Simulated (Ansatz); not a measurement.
**C3H11NO2Zr: up Jacob's ladder to CCSD(T)**

One table from this session's results is given with a row withheld; the runs are named, their logs left out.

Program: Ansatz 0.2.0, Gaussian basis. Level of theory: functionals in def2-TZVPP, the program's frozen cores in correlated methods. These are calculated values, not measurements.

The runs, in order: LDA (SPW92), PBE-D4, revPBE-D4, BLYP-D4, r2SCAN-D4, B97M-V, PBE0-D4, B3LYP-D4, r2SCANh-D4, r2SCAN0-D4, HSE06-D4, BHLYP-D4, CAM-B3LYP-D4, LC-ωPBE, ωB97X-V, ωB97M-V, B2PLYP, PBE-QIDH; CCSD(T)/def2-SVP; CCSD(T)/def2-TZVPP; MP2/def2-QZVPP; extrapolation to the limit.

1 further run of the same task is left out (set aside as unsound or not needed).

## The relaxed structure

All runs share one geometry, relaxed beforehand with PBE0-D4 in a triple-zeta def2 set. Zr takes the def2 core potential; no spin-orbit term is included.

SMILES `C[N](C)[Zr]([CH3])([OH])[OH]`, 18 atoms, charge 0, spin multiplicity 1.

Atoms are counted from 1 here; the program's logs count them from 0.

Bond lengths: C1–N2 1.442 Å, C1–H8 1.100 Å, C1–H9 1.094 Å, C1–H10 1.100 Å, N2–C3 1.442 Å, N2–Zr4 2.028 Å, C3–H11 1.093 Å, C3–H12 1.100 Å, C3–H13 1.100 Å, Zr4–C5 2.243 Å, Zr4–O6 1.934 Å, Zr4–O7 1.934 Å, C5–H14 1.096 Å, C5–H15 1.096 Å, C5–H16 1.097 Å, O6–H17 0.952 Å, O7–H18 0.952 Å. Angles: N2–C1–H8 111.5°, N2–C1–H9 110.9°, N2–C1–H10 111.6°, H8–C1–H9 107.7°, H8–C1–H10 107.4°, H9–C1–H10 107.6°, C1–N2–C3 112.6°, C1–N2–Zr4 123.6°, C3–N2–Zr4 123.8°, N2–C3–H11 110.9°, N2–C3–H12 111.5°, N2–C3–H13 111.6°, H11–C3–H12 107.7°, H11–C3–H13 107.6°, H12–C3–H13 107.4°, N2–Zr4–C5 103.3°, N2–Zr4–O6 109.8°, N2–Zr4–O7 109.7° and more.

Set-up of the first run:

Contents of in.yaml:

```yaml
crystal:
  periodic: [false, false, false]
  atoms:
    - {symbol: C, position_ang: [-1.565379, 0.229920, 1.414783]}
    - {symbol: N, position_ang: [-0.338172, -0.301514, 0.874792]}
    - {symbol: C, position_ang: [-0.026144, -1.611094, 1.391628]}
    - {symbol: Zr, position_ang: [0.811766, 0.683141, -0.474849]}
    - {symbol: C, position_ang: [-0.028208, 0.025739, -2.447938]}
    - {symbol: O, position_ang: [0.462396, 2.582270, -0.369693]}
    - {symbol: O, position_ang: [2.617217, -0.008402, -0.422042]}
    - {symbol: H, position_ang: [-2.425637, -0.408025, 1.165198]}
    - {symbol: H, position_ang: [-1.765800, 1.228636, 1.016956]}
    - {symbol: H, position_ang: [-1.524065, 0.311272, 2.511230]}
    - {symbol: H, position_ang: [0.916200, -1.979202, 0.976647]}
    - {symbol: H, position_ang: [-0.809568, -2.341011, 1.140986]}
    - {symbol: H, position_ang: [0.074544, -1.601033, 2.487205]}
    - {symbol: H, position_ang: [-1.086184, 0.295728, -2.540921]}
    - {symbol: H, position_ang: [0.046341, -1.060637, -2.570781]}
    - {symbol: H, position_ang: [0.505681, 0.489988, -3.286184]}
    - {symbol: H, position_ang: [0.568531, 3.528088, -0.396035]}
    - {symbol: H, position_ang: [3.566510, -0.063884, -0.470982]}
basis:
  gaussian: {orbitals: def2-TZVPP}
hamiltonian: {xc: lda}
output: {orbitals: {seedname: orbitals}}
```

Run with:

```bash
$ ansatz run in.yaml --threads 2 --pin off --events-out ev --progress --plain --max-ram 32768MiB --backend cuda --devices 0, --max-vram 18GiB
```

Steps of the session up to this table: LDA; PBE-D4 (GGA); revPBE-D4 (GGA); BLYP-D4 (GGA); r2SCAN-D4 (meta-GGA); B97M-V (meta-GGA); B3LYP-D4 (hybrid); r2SCANh-D4 (hybrid); r2SCAN0-D4 (hybrid); HSE06-D4 (hybrid); BHLYP-D4 (hybrid); CAM-B3LYP-D4 (range-separated); LC-ωPBE (range-separated); ωB97X-V (range-separated); ωB97M-V (range-separated); B2PLYP (double hybrid); PBE-QIDH (double hybrid).

One of the session's tables, all rows but one given; the rest of the session is left out.

It belongs to the step «Frontier levels by functional». 

```
  functional  HOMO (eV)  gap (eV)
 LDA (SPW92)      -5.11      4.23
      PBE-D4          ?         ?
   revPBE-D4      -4.92      4.27
     BLYP-D4      -4.87      4.18
   r2SCAN-D4      -5.18      4.78
      B97M-V      -5.29      4.64
     PBE0-D4      -6.21      6.17
    B3LYP-D4      -6.01      5.69
  r2SCANh-D4      -5.65      5.60
  r2SCAN0-D4      -6.36      6.66
    HSE06-D4      -5.81      5.44
    BHLYP-D4      -7.38      7.76
CAM-B3LYP-D4      -7.56      8.07
     LC-ωPBE      -8.86     10.33
     ωB97X-V      -8.55      9.90
     ωB97M-V      -8.48      9.26
```

Q: Estimate the row for PBE-D4 from the others.

**Answer.** HOMO (eV): -4.98; gap (eV): 4.30. In the column «HOMO (eV)» it lies between LDA (SPW92) (-5.11) and revPBE-D4 (-4.92).
